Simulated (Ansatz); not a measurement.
# BSiGeH (triplet): from Hartree-Fock to the top rungs, cc-pVDZ

An exercise on one series of results from a longer session: the logs are not shown, and one member is left open.

Method: cc-pVDZ, core rule «outside noble gas», up to 20 orbitals frozen; program: Ansatz 0.2.0, Gaussian basis.

To be run: UHF; CCSD(T) on ROHF; CCSD(T) on UHF; BCCD(T) on ROHF; CISD; CCSDT(Q) on ROHF; CCSDT(Q) on UHF.

4 further runs of the same task are left out: 4 set aside as unsound or not needed.

**The system**

The geometry is a PBE0/def2-TZVP stationary point (not a proven minimum) of the parent state, kept for this charge and spin. No spin-orbit coupling is included. The filled d shell of Ge may be among the frozen orbitals whatever the setting's name suggests; the logs give the count.

4 atoms, charge 0, spin multiplicity 3.

Atoms are counted from 1 here; the program's logs count them from 0.

Bond lengths: Ge1–B2 1.901 Å, B2–Si3 1.752 Å, Si3–H4 1.478 Å. Angles: Ge1–B2–Si3 180.0°, B2–Si3–H4 180.0°.

Coordinates:

```csv
atom,x (Å),y (Å),z (Å)
Ge1,0.0000,0.0000,-2.6715
B2,0.0000,0.0000,-0.7701
Si3,0.0000,0.0000,0.9818
H4,0.0000,0.0000,2.4598
```

Set-up of the first run:

The input, in.yaml:

```yaml
crystal:
  periodic: [false, false, false]
  atoms:
    - {symbol: Ge, position_ang: [0.000000, 0.000000, -2.671500]}
    - {symbol: B, position_ang: [0.000000, 0.000000, -0.770100]}
    - {symbol: Si, position_ang: [0.000000, 0.000000, 0.981800]}
    - {symbol: H, position_ang: [0.000000, 0.000000, 2.459800]}
basis:
  gaussian: {orbitals: cc-pVDZ}
magnetization: {spin_polarized: true, initial_magnetization: 2}
hamiltonian: {xc: hf}
output: {orbitals: {seedname: orbitals}}
```

Started as:

```bash
$ ansatz run in.yaml --threads 1 --pin off --events-out ev --progress --plain --max-ram 4096MiB --backend cpu
```

Among the steps run: UHF; CCSD(T) on ROHF; CCSD(T) on UHF; BCCD(T) on ROHF; CISD; CCSDT(Q) on ROHF; CCSDT(Q) on UHF.

One table of the session follows, with a row left open; its other results are not shown here.

It belongs to the step «Misses and costs». 

```
   method  from RCCSDT(Q) (kcal/mol)
     ROHF                    +175.26
     RMP2                     +38.94
     UMP2                     +43.39
     CISD                     +32.05
    RCCSD                          ?
    UCCSD                     +14.24
 RCCSD(T)                      +5.38
 UCCSD(T)                      +5.71
  BCCD(T)                      +5.35
   RCCSDT                      +2.22
   UCCSDT                      +2.32
RCCSDT(Q)                          0
UCCSDT(Q)                      +0.03
```

**Question.** Estimate the row for RCCSD.

**Answer.** from RCCSDT(Q) (kcal/mol): +14.05. In the column «from RCCSDT(Q) (kcal/mol)» it lies between UCCSD(T) (+5.71) and UCCSD (+14.24).

To keep in mind: The report flags that the cluster equations may have other roots. Left out of the table: UHF (another determinant or state than the rows shown). The program flags RCCSDT(Q), UCCSDT(Q) as in doubt, so the zero of the table is itself unsure. Warnings: spin contamination; coupled cluster took another determinant than the lowest. Restricted and unrestricted rows rest on different reference determinants; where their highest levels disagree by more than a few hundredths of an eV, they describe different states and don't form one ladder.
